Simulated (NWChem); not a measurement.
**A workflow on the pair GeHF···H2S**

Wanted: a single-point energy (singlet GeH3SF, revPBE-D3(BJ)/cc-pVDZ), then the energy (singlet GeHF, revPBE-D3(BJ)/cc-pVDZ), then the energy (singlet H2S, revPBE-D3(BJ)/cc-pVDZ), then a single-point energy (singlet GeHF, revPBE-D3(BJ)/cc-pVDZ), then a single-point energy (singlet H2S, revPBE-D3(BJ)/cc-pVDZ) of FGeH3S and its partners. 

Program for the calculation: NWChem 7.3.0.

### Step 1. The system as given

GeH3SF has 6 atoms, charge 0, and is taken as a singlet. The two molecules were placed rigidly side by side, at 1 times their contact distance; the pair isn't optimised.

Bond lengths: F1–Ge2 1.757 Å, Ge2–H3 1.609 Å, S4–H5 1.341 Å, S4–H6 1.341 Å. Angles: F1–Ge2–H3 94.2°, H5–S4–H6 92.3°.

### Step 2. A single-point energy at revPBE-D3(BJ)/cc-pVDZ (run 1)

Contents of m1.nw:

```
start m1
title "FGeH3S"
memory 2200 mb
geometry units angstroms noautosym nocenter noautoz
   F     0.675770    1.034230    0.474130
   Ge   -0.654230    0.216830   -0.331170
   H    -0.021530   -1.251070   -0.142970
   S    -3.733600   -2.193620   -0.506670
   H    -3.024270   -1.927170    0.599970
   H    -4.427960   -3.163420    0.106800
end
basis "ao basis" spherical bse
   F library cc-pVDZ
   Ge library cc-pVDZ
   H library cc-pVDZ
   S library cc-pVDZ
end
dft
   xc revpbe cpbe96
   disp vdw 4
   grid fine
   convergence energy 1e-08
   maxiter 100
   mulliken
   noprint "final vectors analysis"
end
task dft energy
```

Launch:

```
$ nwchem m1.nw > m1.out
```

Log (excerpt; [...] marks lines left out):

```text
[...]
          Wavefunction type:  closed shell.
          No. of atoms     :     6
          No. of electrons :    60
[...]
          Charge           :     0
          Spin multiplicity:     1
[...]
          AO basis - number of functions:    74
[...]
              XC Information
              --------------
                        RevPBE Exchange Functional  1.000
            Perdew 1991 LDA Correlation Functional  1.000 local
           PerdewBurkeErnz. Correlation Functional  1.000 non-local
[...]
 d= 0,ls=0.0,diis     1  -2576.4497830562 -2.78D+03  2.72D-02  7.36D-01     8.7
[...]
 d= 0,ls=0.0,diis    11  -2576.5471596413 -3.01D-09  2.85D-07  6.47D-10    59.3
         Total DFT energy =    -2576.547159641255
      One electron energy =    -3998.955780495586
           Coulomb energy =     1330.703492557499
    Exchange-Corr. energy =     -115.957117157451
 Nuclear repulsion energy =      207.669735754553
    Dispersion correction =       -0.007490300271
[...]
      Total Density - Mulliken Population Analysis
     ---------------------------------------------
    Atom       Charge   Shell Charges
 -----------   ------   -------------------------------------------------------
    1 F    9     9.32   2.01  0.89  1.04  3.30  2.08  0.00
    2 Ge  32    31.56   2.00  2.00  2.02  1.15  0.71  6.00  6.01  0.99  0.55  9.90  0.23
    3 H    1     1.12   0.72  0.39  0.01
    4 S   16    16.17   2.00  2.03  0.93  0.87  6.01  2.37  1.92  0.05
    5 H    1     0.92   0.71  0.17  0.03
    6 H    1     0.91   0.71  0.16  0.03
[...]
```

It took 60 s on 1 thread of Intel Xeon Platinum 8488C (Sapphire Rapids), shared host; peak memory 0.12 GiB.

### Step 3. GeHF: a single-point energy at revPBE-D3(BJ)/cc-pVDZ (run 2)

Contents of fgeh.nw:

```
start fgeh
title "FGeH"
memory 2200 mb

geometry units angstroms noautosym nocenter noautoz
  F      0.675770     1.034230     0.474130
  Ge    -0.654230     0.216830    -0.331170
  H     -0.021530    -1.251070    -0.142970
end

basis "ao basis" spherical bse
  * library cc-pVDZ
end

dft
  xc revpbe cpbe96
  mult 1
  disp vdw 4
  grid fine
  convergence energy 1e-08
  maxiter 100
  mulliken
  print low
end

task dft energy
```

Launch:

```
$ nwchem fgeh.nw > fgeh.out
```

Log (excerpt; [...] marks lines left out):

```text
[...]
 d= 0,ls=0.0,diis     1  -2177.1477003210 -2.28D+03  4.22D-02  5.82D-01     4.8
[...]
 d= 0,ls=0.0,diis    10  -2177.2256720465 -1.13D-09  5.40D-07  7.39D-10    25.2
         Total DFT energy =    -2177.225672046492
      One electron energy =    -3231.259062057454
           Coulomb energy =     1044.443926762120
    Exchange-Corr. energy =      -89.620727313496
 Nuclear repulsion energy =       99.212647543663
    Dispersion correction =       -0.002456981325
[...]
      Total Density - Mulliken Population Analysis
     ---------------------------------------------
    Atom       Charge   Shell Charges
 -----------   ------   -------------------------------------------------------
    1 F    9     9.32   2.01  0.89  1.04  3.30  2.09  0.00
    2 Ge  32    31.55   2.00  2.00  2.01  1.15  0.71  6.00  6.00  0.99  0.55  9.90  0.23
    3 H    1     1.12   0.72  0.39  0.01
[...]
```

Run time: 26 s. Hardware: 1 thread of Intel Xeon Platinum 8488C (Sapphire Rapids), shared host; peak memory 0.11 GiB.

### Step 4. H2S: the energy at revPBE-D3(BJ)/cc-pVDZ (run 3)

Contents of sp.nw:

```
start sp
title "H2S"
memory 2200 mb

geometry units atomic noautosym nocenter noautoz
  S     -7.05548146    -4.14534102    -0.95746754
  H     -5.71504203    -3.64182350     1.13377898
  H     -8.36763169    -5.97799742     0.20182275
end

basis "ao basis" spherical bse
  * library cc-pVDZ
end

dft
  xc revpbe cpbe96
  disp vdw 4
  grid fine
  convergence energy 1e-08
  maxiter 100
  mulliken
  print low
end

task dft energy
```

Launch:

```
$ nwchem sp.nw > sp.out
```

Log (excerpt; [...] marks lines left out):

```text
[...]
 d= 0,ls=0.0,diis     1   -399.3008080377 -4.12D+02  1.64D-02  1.52D-01     1.2
[...]
 d= 0,ls=0.0,diis     7   -399.3197222525 -4.47D-09  9.71D-08  8.07D-12     3.2
         Total DFT energy =     -399.319722252533
      One electron energy =     -576.761616308956
           Coulomb energy =      190.881178007247
    Exchange-Corr. energy =      -26.336111218122
 Nuclear repulsion energy =       12.899051245962
    Dispersion correction =       -0.002223978663
[...]
      Total Density - Mulliken Population Analysis
     ---------------------------------------------
    Atom       Charge   Shell Charges
 -----------   ------   -------------------------------------------------------
    1 S   16    16.18   2.00  2.03  0.93  0.86  6.01  2.36  1.93  0.05
    2 H    1     0.91   0.71  0.17  0.03
    3 H    1     0.91   0.71  0.17  0.03
[...]
```

It took 3.9 s on 1 thread of Intel Xeon Platinum 8488C (Sapphire Rapids), shared host; peak memory 0.11 GiB.

### Step 5. GeHF among ghost functions: a single-point energy at revPBE-D3(BJ)/cc-pVDZ (with ghost functions) (run 4)

Contents of calc.nw:

```
start calc
memory 2200 mb
geometry units angstrom noautosym nocenter noautoz
  F        0.675770       1.034230       0.474130
  Ge      -0.654230       0.216830      -0.331170
  H       -0.021530      -1.251070      -0.142970
  bqS     -3.733600    -2.193620    -0.506670
  bqH     -3.024270    -1.927170     0.599970
  bqH     -4.427960    -3.163420     0.106800
end
basis spherical bse
  F library cc-pVDZ
  Ge library cc-pVDZ
  H library cc-pVDZ
  bqS library S cc-pVDZ
  bqH library H cc-pVDZ
end
dft
  xc revpbe cpbe96
  disp vdw 4
  grid fine
  convergence energy 1e-08
  iterations 100
  mulliken
  noprint "final vectors analysis"
end
task dft
```

Launch:

```
$ nwchem calc.nw > calc.out
```

Log (excerpt; [...] marks lines left out):

```text
[...]
          Wavefunction type:  closed shell.
          No. of atoms     :     6
          No. of electrons :    42
[...]
          Charge           :     0
          Spin multiplicity:     1
[...]
          AO basis - number of functions:    74
[...]
              XC Information
              --------------
                        RevPBE Exchange Functional  1.000
            Perdew 1991 LDA Correlation Functional  1.000 local
           PerdewBurkeErnz. Correlation Functional  1.000 non-local
[...]
 d= 0,ls=0.0,diis     1  -2177.1479603042 -2.28D+03  2.62D-02  5.82D-01     7.9
[...]
 d= 0,ls=0.0,diis    10  -2177.2259362881 -1.16D-09  3.41D-07  7.71D-10    52.1
         Total DFT energy =    -2177.225936288106
      One electron energy =    -3231.247083601681
           Coulomb energy =     1044.430884980586
    Exchange-Corr. energy =      -89.619928229350
 Nuclear repulsion energy =       99.212647543663
    Dispersion correction =       -0.002456981325
[...]
      Total Density - Mulliken Population Analysis
     ---------------------------------------------
    Atom       Charge   Shell Charges
 -----------   ------   -------------------------------------------------------
    1 F    9     9.32   2.01  0.89  1.04  3.30  2.09  0.00
    2 Ge  32    31.55   2.00  2.00  2.02  1.15  0.71  6.00  6.01  0.99  0.55  9.90  0.23
    3 H    1     1.12   0.72  0.39  0.01
    4 X    0    -0.00   0.00  0.00  0.00 -0.00 -0.00 -0.00  0.00 -0.00
    5 X    0     0.00  -0.00  0.00 -0.00
    6 X    0     0.00   0.00  0.00 -0.00
[...]
```

It took 53 s on 1 thread of Intel Xeon Platinum 8488C (Sapphire Rapids), shared host; peak memory 0.12 GiB.

### Step 6. H2S among ghost functions: a single-point energy at revPBE-D3(BJ)/cc-pVDZ (with ghost functions) (run 5)

Contents of h2s.nw:

```
start h2s
title "H2S"
memory 2200 mb

geometry units angstrom noautosym nocenter noautoz
   S       -3.733600      -2.193620      -0.506670
   H       -3.024270      -1.927170       0.599970
   H       -4.427960      -3.163420       0.106800
   bqF      0.675770     1.034230     0.474130
   bqGe    -0.654230     0.216830    -0.331170
   bqH     -0.021530    -1.251070    -0.142970
end

basis spherical bse
   S library cc-pVDZ
   H library cc-pVDZ
   bqF library F cc-pVDZ
   bqGe library Ge cc-pVDZ
   bqH library H cc-pVDZ
end

dft
   xc revpbe cpbe96
   disp vdw 4
   grid fine
   convergence energy 1e-08
   maxiter 100
   mulliken
   noprint "final vectors analysis"
end

task dft energy
```

Launch:

```
$ nwchem h2s.nw > h2s.out
```

Log (excerpt; [...] marks lines left out):

```text
[...]
          Wavefunction type:  closed shell.
          No. of atoms     :     6
          No. of electrons :    18
[...]
          Charge           :     0
          Spin multiplicity:     1
[...]
          AO basis - number of functions:    74
[...]
              XC Information
              --------------
                        RevPBE Exchange Functional  1.000
            Perdew 1991 LDA Correlation Functional  1.000 local
           PerdewBurkeErnz. Correlation Functional  1.000 non-local
[...]
 d= 0,ls=0.0,diis     1   -399.3010919506 -4.12D+02  6.32D-03  1.53D-01     5.0
[...]
 d= 0,ls=0.0,diis     7   -399.3200051715 -4.65D-09  6.47D-07  3.21D-09    31.8
         Total DFT energy =     -399.320005171521
      One electron energy =     -576.751113028443
           Coulomb energy =      190.869317083084
    Exchange-Corr. energy =      -26.335037429476
 Nuclear repulsion energy =       12.899052181986
    Dispersion correction =       -0.002223978672
[...]
      Total Density - Mulliken Population Analysis
     ---------------------------------------------
    Atom       Charge   Shell Charges
 -----------   ------   -------------------------------------------------------
    1 S   16    16.17   2.00  2.03  0.93  0.87  6.01  2.37  1.92  0.05
    2 H    1     0.91   0.71  0.17  0.03
    3 H    1     0.91   0.71  0.17  0.03
    4 X    0    -0.00   0.00  0.00 -0.00  0.00 -0.00 -0.00
    5 X    0     0.00  -0.00 -0.00 -0.00 -0.00  0.00 -0.00 -0.00 -0.00  0.00 -0.00  0.00
    6 X    0     0.00  -0.00  0.00  0.00
[...]
```

Run time: 33 s. Hardware: 1 thread of Intel Xeon Platinum 8488C (Sapphire Rapids), shared host; peak memory 0.12 GiB.

### Step 7. What came out

```
                                                                                                               quantity           value
                                                                             run 1, revPBE-D3(BJ)/cc-pVDZ: total energy  -2576.54716 Eh
                                                                            run 1, revPBE-D3(BJ)/cc-pVDZ: dipole moment          1.76 D
                                                                        run 1, revPBE-D3(BJ)/cc-pVDZ: dispersion energy   -19.67 kJ/mol
                                                                                                     GeHF: total energy  -2177.22567 Eh
                                                                                                GeHF: dispersion energy    -6.45 kJ/mol
                                                                                                      H2S: total energy   -399.31972 Eh
                                                                                                 H2S: dispersion energy    -5.84 kJ/mol
                                                                               GeHF among ghost functions: total energy  -2177.22594 Eh
                                                                              GeHF among ghost functions: dipole moment          1.53 D
                                                                          GeHF among ghost functions: dispersion energy    -6.45 kJ/mol
                                                                                H2S among ghost functions: total energy   -399.32001 Eh
                                                                               H2S among ghost functions: dipole moment          1.24 D
                                                                           H2S among ghost functions: dispersion energy    -5.84 kJ/mol
              interaction energy of the rigid parts GeHF and H2S (parts in their own basis; closest atoms 3.17 Å apart)       -0.048 eV
interaction energy of the rigid parts GeHF and H2S (parts in the whole basis, counterpoise; closest atoms 3.17 Å apart)       -0.033 eV
```

What this shows: The interaction energy of the rigid parts GeHF and H2S (parts in their own basis; closest atoms 3.17 Å apart) is −0.05 eV (−4.6 kJ/mol): the parts attract. Without counterpoise this holds the superposition error of the basis. The interaction energy of the rigid parts GeHF and H2S (parts in the whole basis, counterpoise; closest atoms 3.17 Å apart) is −0.03 eV (−0.8 kcal/mol): the parts attract. The basis-set superposition error is 1.4 kJ/mol. Mulliken charges (run 1, revPBE-D3(BJ)/cc-pVDZ) run from -0.32 on F1 to +0.44 on Ge2. Mulliken charges (H2S) run from -0.18 on S1 to +0.09 on H2; they depend strongly on the basis.
